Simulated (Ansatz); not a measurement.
# CH2NOSe: the cost of one run

All numbers below are computed with Ansatz 0.2.0 (RKS PBE0-D4/def2-SVP).

## (1) The structure to begin with

Bond lengths: N1–C2 1.162 Å, C2–O3 1.188 Å, O3–Se4 2.017 Å, N1–H5 0.999 Å, Se4–H6 1.450 Å. Angles: N1–C2–O3 174.6°, C2–N1–H5 161.9°, C2–O3–Se4 134.2°, O3–Se4–H6 87.4°.

As a file:

```xyz
6

N     1.8467   -0.1496   -0.2069
C     0.7268   -0.0225    0.0745
O    -0.4068    0.2153    0.3379
Se   -2.1739   -0.2163   -0.5332
H     2.8104   -0.4100   -0.1728
H    -2.8032    0.5831    0.5006
```

## (2) End point A

input.yaml reads:

```yaml
crystal:
  periodic: [false, false, false]
  atoms:
    - { symbol: "N", position_ang: [1.84666, -0.14962, -0.20693] }
    - { symbol: C, position_ang: [0.72681, -0.02248, 0.07454] }
    - { symbol: O, position_ang: [-0.40679, 0.21529, 0.33787] }
    - { symbol: Se, position_ang: [-2.17394, -0.21626, -0.53322] }
    - { symbol: H, position_ang: [2.81042, -0.41004, -0.17281] }
    - { symbol: H, position_ang: [-2.80317, 0.5831, 0.50055] }
total_charge: 1
basis:
  gaussian: { orbitals: def2-SVP }
hamiltonian:
  xc: pbe0
  dispersion: d4
relax:
  f_tol: 0.02
  max_steps: 50
```

Launch:

```bash
$ ansatz run input.yaml --threads 2 --pin off --max-ram 3072MiB --backend cpu --events-out ev --progress --plain --runs-dir out
```

Q: Estimate wall time and peak memory on 2 threads of Intel Xeon 6975P-C (Granite Rapids), shared host.

About 32 s, with a peak of 0.18 GiB.
